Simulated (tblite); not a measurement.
# C5H3F3O2S2: the cost of one run

Programs: tblite 0.8.0 and PySCF 2.14.0, with density-fitted response routines of our own. Each step states its level of theory. These are calculated values for one molecule in the gas phase, unless marked as measured. Atoms are numbered from 0 throughout.

## (1) The starting structure

15 atoms, charge 0, multiplicity 1; geometry from: force field or distance geometry start.

Bonds of the start (Å): O0–S1 1.49, S1–O2 1.50, S1–C3 1.75, C3–C4 1.37, C4–C5 1.33, C5–C6 1.35, C6–S7 1.82, S1–C8 1.77, C8–F9 1.39, C8–F10 1.37, C8–F11 1.40, S7–C3 1.83, C4–H12 1.13, C5–H13 1.14, C6–H14 1.08.

## (2) Geometry optimisation with GFN2-xTB

What the job is given:

```
{"job": {"kind": "relax", "xc": "GFN2-xTB", "basis": "xTB"}, "charge": 0, "multiplicity": 1}
O     -1.517500    -1.814800     1.035200
S     -1.398300    -0.910100    -0.137500
O     -1.631700    -1.702800    -1.383600
C      0.226800    -0.261000    -0.188800
C      1.226400    -0.414200     0.734200
C      2.414400     0.154600     0.525200
C      2.674400     0.890900    -0.576900
S      1.068800     0.779900    -1.433700
C     -2.548500     0.428700    -0.156300
F     -2.323800     1.115900    -1.341000
F     -3.858000     0.039900    -0.094000
F     -2.193600     1.298600     0.880600
H      1.018500    -1.024300     1.664300
H      3.251900     0.026100     1.292300
H      3.585700     1.400600    -0.841900
```

On the command line:

```bash
> OMP_NUM_THREADS=2 python probes_run.py task.json out
```

This one command runs all jobs of the session in turn.

**Question.** How long does this first job take on 2 threads of AMD EPYC 7B13, shared host, and how much memory does it need?

About 1.3 s, with a peak of 0.18 GiB.
